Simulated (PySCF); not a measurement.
# C6H9NO2: the cost of one run

Computed with PySCF 2.14.0 and routines of our own; the level stands in each step. Atoms count from 0.

### Step 1. The starting structure

18 atoms, charge 0, multiplicity 1; geometry from: GFN2-xTB.

### Step 2. Vibronic structure: TDDFT BHandHLYP/def2-SVP

What the job is given:

```
{"job": {"kind": "vib", "xc": "BHandHLYP", "basis": "def2-SVP", "tda": false}, "charge": 0, "multiplicity": 1}
C      2.638387     0.208175     0.910875
O      1.279471    -0.016666     0.563637
C      0.979194     0.059989    -0.736115
O      1.781366     0.307691    -1.597418
C     -0.501911    -0.139611    -0.984887
C     -1.193660     1.176201    -0.669612
N     -1.979428     1.163784     0.306312
C     -2.032801    -0.146410     0.899592
C     -1.209899    -1.091936    -0.010662
H      3.024159     1.082608     0.383561
H      2.657114     0.366574     1.986229
H      3.243768    -0.660319     0.642739
H     -0.627058    -0.402867    -2.037065
H     -1.004517     2.071627    -1.237976
H     -1.614054    -0.072860     1.906483
H     -3.077425    -0.448631     0.993716
H     -0.504052    -1.683296     0.566864
H     -1.867414    -1.767735    -0.556279
```

Level: TDDFT BHandHLYP/def2-SVP vertical-gradient vibronic structure (displaced harmonic oscillators, Condon), gas phase.

Launch:

```
$ OMP_NUM_THREADS=1 python excited_run.py task.json out
```

One launch serves the whole session: the jobs run in the order shown.

Q: Estimate the wall time and peak memory of this first job on 1 thread of Intel Xeon Platinum 8488C, shared host.

About 54 s, with a peak of 0.95 GiB.
